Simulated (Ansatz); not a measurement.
# ClH4NOZn: the cost of one run

Program: Ansatz 0.2.0. Level of theory: RKS PBE0-D4/def2-SVP. These are calculated values, not measurements.

**1. Starting point**

Bond lengths: Zn1–N2 2.254 Å, Zn1–O3 1.736 Å, Zn1–Cl5 2.616 Å, N2–H6 1.009 Å, N2–H7 1.009 Å, O3–H8 0.956 Å. Angles: Zn1–N2–H6 120.2°, Zn1–N2–H7 123.3°, H6–N2–H7 109.3°, N2–Zn1–O3 145.8°, N2–Zn1–Cl5 72.9°, O3–Zn1–Cl5 128.8°, Zn1–O3–H8 119.5°.

Coordinates:

```xyz
8

Zn   -0.6056   -0.6797    0.2934
N     1.0703    0.5685   -0.5511
O    -2.1377   -1.4320   -0.0244
H     0.9371    1.2055    0.6130
Cl   -0.0083    1.1237    2.0915
H     0.8884    1.2268   -1.2938
H     2.0227    0.2426   -0.6192
H    -2.1669   -2.2555   -0.5094
```

**2. Pulling towards end A**

Springs on the bonds that form and break draw the guess towards this end; the thresholds are loose.

The input, input.yaml:

```yaml
crystal:
  periodic: [false, false, false]
  atoms:
    - { symbol: Zn, position_ang: [-0.6056, -0.6797, 0.2934] }
    - { symbol: "N", position_ang: [1.0703, 0.5685, -0.5511] }
    - { symbol: O, position_ang: [-2.1377, -1.432, -0.0244] }
    - { symbol: H, position_ang: [0.9371, 1.2055, 0.613] }
    - { symbol: Cl, position_ang: [-0.0083, 1.1237, 2.0915] }
    - { symbol: H, position_ang: [0.8884, 1.2268, -1.2938] }
    - { symbol: H, position_ang: [2.0227, 0.2426, -0.6192] }
    - { symbol: H, position_ang: [-2.1669, -2.2555, -0.5094] }
basis:
  gaussian: { orbitals: def2-SVP }
hamiltonian:
  xc: pbe0
  dispersion: d4
relax:
  f_tol: 0.15
  max_steps: 25
  restrain:
    - { distance: [0, 4], at: 3.54, k: 30.0 }
    - { distance: [3, 1], at: 2.32, k: 30.0 }
    - { distance: [0, 1], at: 1.93, k: 30.0 }
    - { distance: [3, 4], at: 1.33, k: 30.0 }
```

Started as:

```bash
$ ansatz run input.yaml --threads 2 --pin off --max-ram 3072MiB --backend cpu --events-out ev --progress --plain --runs-dir out
```

Q: Estimate wall time and peak memory on 2 threads of Arm Neoverse V1, shared host.

About 27 s, with a peak of 0.21 GiB.
